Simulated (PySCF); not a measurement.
# CH6BNO2: the cost of one run

Computed with PySCF 2.14.0, with density-fitted response routines of our own, on a single molecule in the gas phase. Atoms count from 0, in the outputs and in this text.

## Step 1: The molecule as given

11 atoms, charge 0, multiplicity 1; geometry from: GFN2-xTB. The atoms were then displaced at random by about 0.01 Å, so the start is not that level's minimum.

Bonds of the start (Å): C0–N1 1.48, N1–B2 1.42, B2–O3 1.36, B2–O4 1.36, C0–H5 1.07, C0–H6 1.09, C0–H7 1.08, N1–H8 1.01, O3–H9 0.99, O4–H10 0.95.

## Step 2: Geometry optimisation at PBE0-D3(BJ)/def2-SVP

The job: settings as JSON, then the geometry in Å.

```
{"job": {"xc": "PBE0", "basis": "def2-SVP", "d3": "d3bj", "grid": 1, "shake": 0.01, "kind": "geom"}, "charge": 0, "multiplicity": 1}
C      1.593520    -0.127160     0.133460
N      0.318590     0.523850    -0.259260
B     -0.963600    -0.083730    -0.176190
O     -1.002860    -1.353660     0.301070
O     -2.101450     0.558610    -0.553730
H      1.712090    -1.023640    -0.431950
H      2.416660     0.565130    -0.071410
H      1.580770    -0.344390     1.188120
H      0.418330     1.478910    -0.566420
H     -1.942950    -1.669590     0.325770
H     -1.990980     1.449840    -0.865210
```

Started as:

```console
OMP_NUM_THREADS=1 python probes_run.py task.json out
```

One launch serves the whole session: the jobs run in the order shown.

**Question.** How long does this first job take on 1 thread of Arm Neoverse V1, shared host, and how much memory does it need?

About 45 s, with a peak of 0.41 GiB.
